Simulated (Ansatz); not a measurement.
**CHF2NOSn: one species, many methods**

How much do the methods differ for CHF2NOSn? The plan is to run it at one geometry with functionals of several rungs and with coupled cluster. The yardstick is the atomisation energy at the CCSD(T) limit.

Computed with Ansatz 0.2.0, Gaussian basis. Level: functionals in def2-TZVPP, the program's frozen cores in correlated methods.

Levels to be run: LDA (SPW92), PBE-D4, revPBE-D4, BLYP-D4, r2SCAN-D4, B97M-V, PBE0-D4, B3LYP-D4, r2SCANh-D4, r2SCAN0-D4, HSE06-D4, BHLYP-D4, CAM-B3LYP-D4, LC-ωPBE, ωB97X-V, ωB97M-V, B2PLYP, PBE-QIDH; CCSD(T)/def2-SVP; CCSD(T)/def2-TZVPP; MP2/def2-QZVPP; extrapolation to the limit; RPA on PBE.

### 1 The geometry

An earlier PBE0-D4 in a triple-zeta def2 set relaxation fixed the geometry. Sn takes the def2 core potential; no spin-orbit term is included.

SMILES `O=C=[N][SnH]([F])[F]`, 7 atoms, charge 0, spin multiplicity 1.

Atoms are counted from 1 here; the program's logs count them from 0.

Bond lengths: O1–C2 1.160 Å, C2–N3 1.208 Å, N3–Sn4 1.982 Å, Sn4–F5 1.898 Å, Sn4–F6 1.898 Å, Sn4–H7 1.680 Å. Angles: O1–C2–N3 175.8°, C2–N3–Sn4 135.8°, N3–Sn4–F5 106.8°, N3–Sn4–F6 106.8°, N3–Sn4–H7 114.4°, F5–Sn4–F6 104.0°, F5–Sn4–H7 112.1°, F6–Sn4–H7 112.1°.

### 2 LDA

This LDA is Slater exchange with PW92 correlation.

File in.yaml:

```yaml
crystal:
  periodic: [false, false, false]
  atoms:
    - {symbol: O, position_ang: [-0.653741, -2.938360, -0.077944]}
    - {symbol: C, position_ang: [-0.075707, -1.932297, -0.071134]}
    - {symbol: N, position_ang: [0.601214, -0.932093, -0.069530]}
    - {symbol: Sn, position_ang: [0.256665, 1.017295, 0.017950]}
    - {symbol: F, position_ang: [-0.927024, 1.428750, -1.407450]}
    - {symbol: F, position_ang: [-0.781617, 1.320498, 1.577517]}
    - {symbol: H, position_ang: [1.641409, 1.968205, -0.015109]}
basis:
  gaussian: {orbitals: def2-TZVPP}
hamiltonian: {xc: lda}
output: {orbitals: {seedname: orbitals}}
```

Started as:

```bash
$ ansatz run in.yaml --threads 2 --pin off --events-out ev --progress --plain --max-ram 31744MiB --backend cpu
```

The runs that follow: PBE-D4 (GGA); revPBE-D4 (GGA); BLYP-D4 (GGA); r2SCAN-D4 (meta-GGA); B97M-V (meta-GGA); PBE0-D4 (hybrid); B3LYP-D4 (hybrid); r2SCANh-D4 (hybrid); r2SCAN0-D4 (hybrid); HSE06-D4 (hybrid); BHLYP-D4 (hybrid); CAM-B3LYP-D4 (range-separated); LC-ωPBE (range-separated); ωB97X-V (range-separated); ωB97M-V (range-separated); B2PLYP (double hybrid); PBE-QIDH (double hybrid); CCSD(T) in def2-SVP; CCSD(T) in def2-TZVPP; MP2 in def2-QZVPP; RPA on PBE orbitals.

Before running them: what should the planned runs give, taken together? Wanted: atomisation energy, CCSD(T)/CBS; farthest beyond LDA; mean size of error, GGA; mean size of error, meta-GGA; mean size of error, hybrid; mean size of error, range-separated; mean size of error, double hybrid; gap, smallest and largest; T1 diagnostic.

As calculated:

| quantity | value |
| --- | --- |
| atomisation energy, CCSD(T)/CBS | 676.2 kcal/mol |
| functionals within 6.8 kcal/mol (1.0 %) | revPBE-D4, r2SCAN-D4, B97M-V, PBE0-D4, B3LYP-D4, HSE06-D4, CAM-B3LYP-D4, LC-ωPBE, ωB97X-V, ωB97M-V |
| farthest beyond LDA | BHLYP-D4 (-51.3 kcal/mol) |
| mean size of error, GGA | 15.3 kcal/mol |
| mean size of error, meta-GGA | 3.3 kcal/mol |
| mean size of error, hybrid | 18.5 kcal/mol |
| mean size of error, range-separated | 1.6 kcal/mol |
| mean size of error, double hybrid | 12.0 kcal/mol |
| gap, smallest and largest | 4.74 eV (BLYP-D4), 12.42 eV (LC-ωPBE) |
| T1 diagnostic | 0.0160 |
| triples share of the correlation energy | 3.7 % |

In words: The LDA atomisation energy is off by 135.2 kcal/mol (20 %): it overbinds. PBE-D4 is off by +31.6 kcal/mol. Double hybrids carry the basis error of their MP2 part in triple zeta, and no dispersion term here, so their miss is partly the set-up's. The rungs range-separated, meta-GGA miss on average by less than the doubt on the reference (6.8 kcal/mol), so they tie. The reference freezes the cores and leaves out spin-orbit coupling and excitations past (T), and its outer-core shells are covered unevenly, so misses under about 6.8 kcal/mol can't be ranked. All levels share the lack of spin-orbit coupling, which lowers the free heavy atoms and so the true binding. Hartree-Fock recovers 62 % of the binding; the rest is correlation. CCSD(T) in def2-SVP is off by -58.9 kcal/mol, so the small basis spoils what the method gains. The gap grows from 4.7 to 12.4 eV across the functionals, mostly with the share of exact exchange. Correlated methods include outer-core shells of Sn, which these sets cover unevenly.
